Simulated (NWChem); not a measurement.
# One shape, several levels: CrO3 (chromic anhydride)

Wanted: a comparison of 6 runs (HF/STO-3G, HF/3-21G, HF/def2-SVP, PBE0/def2-SVP, M06-2X/def2-SVP, B3LYP/6-31G*) of CrO3 (chromic anhydride). 

The results are computed with NWChem 7.3.0.

5 further runs of the same task are left out: 5 set aside as unsound or not needed. Runs told in other sessions of the task aren't counted.

## (1) The structure to begin with

CrO3: 4 atoms, total charge 0, spin state singlet. SMILES: `[O]=[Cr](=[O])=[O]`. The coordinates come from a PBE0-D4/def2-TZVP relaxation.

Bond lengths: O1–Cr2 1.563 Å, Cr2–O3 1.563 Å, Cr2–O4 1.563 Å. Angles: O1–Cr2–O3 115.3°, O1–Cr2–O4 115.3°, O3–Cr2–O4 115.3°.

## (2) Energy and forces at HF/STO-3G (run 1)

Input file struct.xyz:

```xyz
4
chromic anhydride
O     -1.163680    -0.584640     0.796540
Cr     0.035750     0.194420     0.166920
O      1.408990    -0.550380     0.205610
O     -0.281060     0.940610    -1.169070
```

Input file struct.nw:

```
echo
start struct
title "chromic anhydride"
memory stack 880 mb heap 220 mb global 1100 mb

geometry noautosym nocenter noautoz
  load format xyz struct.xyz
end

basis spherical bse
  * library STO-3G
end

scf
  thresh 1e-08
  maxiter 80
end

task scf gradient
```

Run with:

```bash
$ nwchem struct.nw > struct.out
```

Output:

```text
[...]
  functions       =    33
[...]
  wavefunction    = RHF
[...]
         Total SCF energy =  -1253.812507241297
      One-electron energy =  -2189.383401360702
      Two-electron energy =    702.032024258878
 Nuclear repulsion energy =    233.538869860528
        Time for solution =      2.6s
[...]
                         RHF ENERGY GRADIENTS
    atom               coordinates                        gradient
                 x          y          z           x          y          z
   1 O      -2.199036  -1.104809   1.505242   -0.130381  -0.087057   0.065868
   2 Cr      0.067558   0.367401   0.315433    0.016970   0.092293   0.079248
   3 O       2.662605  -1.040067   0.388547    0.148215  -0.083349   0.001876
   4 O      -0.531126   1.777495  -2.209222   -0.034804   0.078114  -0.146993
[...]
```

Wall time 3.6 s (1 thread of Intel Xeon 6975P-C (Granite Rapids), shared host); peak memory 0.1 GiB.

## (3) Energy and gradient at HF/3-21G (run 2)

Input file cro3.nw:

```
start cro3
memory 2200 mb
charge 0
geometry noautosym nocenter noautoz
 O       -1.163680      -0.584640       0.796540
 Cr       0.035750       0.194420       0.166920
 O        1.408990      -0.550380       0.205610
 O       -0.281060       0.940610      -1.169070
end
basis spherical bse
 * library 3-21G
end
scf
 thresh 1e-08
 maxiter 80
 print low
end
task scf gradient
```

Run with:

```bash
$ nwchem cro3.nw > cro3.out
```

Output:

```text
[...]
  functions       =    54
[...]
  wavefunction    = RHF
[...]
         Total SCF energy =  -1261.242138054102
      One-electron energy =  -2197.145426393080
      Two-electron energy =    702.364418478451
 Nuclear repulsion energy =    233.538869860528
        Time for solution =      5.0s
[...]
                         RHF ENERGY GRADIENTS
    atom               coordinates                        gradient
                 x          y          z           x          y          z
   1 O      -2.199036  -1.104809   1.505242   -0.032474  -0.022207   0.015837
   2 Cr      0.067558   0.367401   0.315433    0.004540   0.024699   0.021218
   3 O       2.662605  -1.040067   0.388547    0.036685  -0.021289  -0.000047
   4 O      -0.531126   1.777495  -2.209222   -0.008751   0.018797  -0.037008
 Task  times  cpu:        5.4s     wall:        5.4s
 Total times  cpu:        5.4s     wall:        5.4s
```

It took 6 s on 1 thread of Intel Xeon 6975P-C (Granite Rapids), shared host; peak memory 0.1 GiB.

Runs 3 to 5 aren't shown in full; the table further down has their settings and results.

## (4) Energy and forces at B3LYP/6-31G(d) (Cartesian functions) (run 6)

Input file cro3.nw:

```
start cro3
title "CrO3"
memory total 2200 mb
geometry noautosym nocenter noautoz
  O       -1.163680      -0.584640       0.796540
  Cr       0.035750       0.194420       0.166920
  O        1.408990      -0.550380       0.205610
  O       -0.281060       0.940610      -1.169070
end
basis
  * library 6-31G*
end
dft
  xc b3lyp
  grid xfine
  convergence energy 1e-08
  iterations 100
  mulliken
  print medium
end
task dft gradient
```

Run with:

```bash
$ nwchem cro3.nw > cro3.out
```

Output:

```text
[...]
          Wavefunction type:  closed shell.
          No. of atoms     :     4
          No. of electrons :    48
[...]
          Charge           :     0
          Spin multiplicity:     1
[...]
          AO basis - number of functions:    84
[...]
              XC Information
              --------------
                         B3LYP Method XC Potential
                     Hartree-Fock (Exact) Exchange  0.200
                        Slater Exchange Functional  0.800 local
                    Becke 1988 Exchange Functional  0.720 non-local
              Lee-Yang-Parr Correlation Functional  0.810
                  VWN I RPA Correlation Functional  0.190 local
[...]
 d= 0,ls=0.0,diis     1  -1268.3828895615 -1.50D+03  1.26D-01  1.64D+01     2.0
[...]
 d= 0,ls=0.0,diis    19  -1270.0563289986 -1.89D-09  6.59D-07  2.63D-09    28.6
         Total DFT energy =    -1270.056328998611
      One electron energy =    -2209.478884172402
           Coulomb energy =      780.042881744055
    Exchange-Corr. energy =      -74.159196430791
 Nuclear repulsion energy =      233.538869860528
[...]
      Total Density - Mulliken Population Analysis
     ---------------------------------------------
    Atom       Charge   Shell Charges
 -----------   ------   -------------------------------------------------------
    1 O    8     8.43   1.99  0.95  2.77  1.03  1.68  0.01
    2 Cr  24    22.71   2.00  2.00  5.99  2.06  6.08 -0.01  0.38  0.03  0.06  2.26  1.84  0.02
    3 O    8     8.43   1.99  0.95  2.77  1.03  1.68  0.01
    4 O    8     8.43   1.99  0.95  2.77  1.03  1.68  0.01
[...]
  wavefunction    = closed shell
                         DFT ENERGY GRADIENTS
    atom               coordinates                        gradient
                 x          y          z           x          y          z
   1 O      -2.199036  -1.104809   1.505242    0.011266   0.007236  -0.006003
   2 Cr      0.067558   0.367401   0.315433   -0.001299  -0.007040  -0.006026
   3 O       2.662605  -1.040067   0.388547   -0.012927   0.006909  -0.000444
   4 O      -0.531126   1.777495  -2.209222    0.002960  -0.007105   0.012473
[...]
```

Run time: 33 s. Hardware: 1 thread of Intel Xeon 6975P-C (Granite Rapids), shared host; peak memory 0.14 GiB.

## (5) All runs side by side

```
run                               level  iteration cap  module   energy (Eh)  dipole moment (D)  HOMO energy (eV)  LUMO energy (eV)  wall time
  1                           HF/STO-3G             80     scf  -1253.812507               2.95             -8.71              3.36      3.6 s
  2                            HF/3-21G             80     scf  -1261.242138                  –                 –                 –        6 s
  3                         HF/def2-SVP             80     scf  -1267.201031               3.15            -13.32             -1.28       23 s
  4                       PBE0/def2-SVP            100     dft  -1269.322380                  –                 –                 –       19 s
  5                     M06-2X/def2-SVP            100     dft  -1269.547634               2.83            -11.06             -4.26       27 s
  6  B3LYP/6-31G* (Cartesian functions)            100     dft  -1270.056329               2.82             -8.76             -5.28       33 s
```

## (6) Outcome

| quantity | value |
| --- | --- |
| run 6: total energy | -1270.05633 Eh |
| run 6: dipole moment | 2.82 D |
| run 6: HOMO energy | -8.76 eV |
| run 6: LUMO energy | -5.28 eV |
| run 6: HOMO–LUMO gap | 3.48 eV |
| run 6: largest force on an atom | 0.755 eV/Å |

**Reading.** Over runs 1, 3, 5, 6 the dipole moment (its size) runs from 2.82 D (B3LYP/6-31G*) to 3.15 D (HF/def2-SVP). The two ends differ in method and basis. Over runs 1, 3, 5, 6 the HOMO–LUMO gap runs from 3.48 eV (B3LYP/6-31G*) to 12.07 eV (HF/STO-3G). Totals of different functionals can't be ranked against each other. In run 1 the basis is minimal, so the values are rough. All runs together took 1.8 min, the longest 33 s.
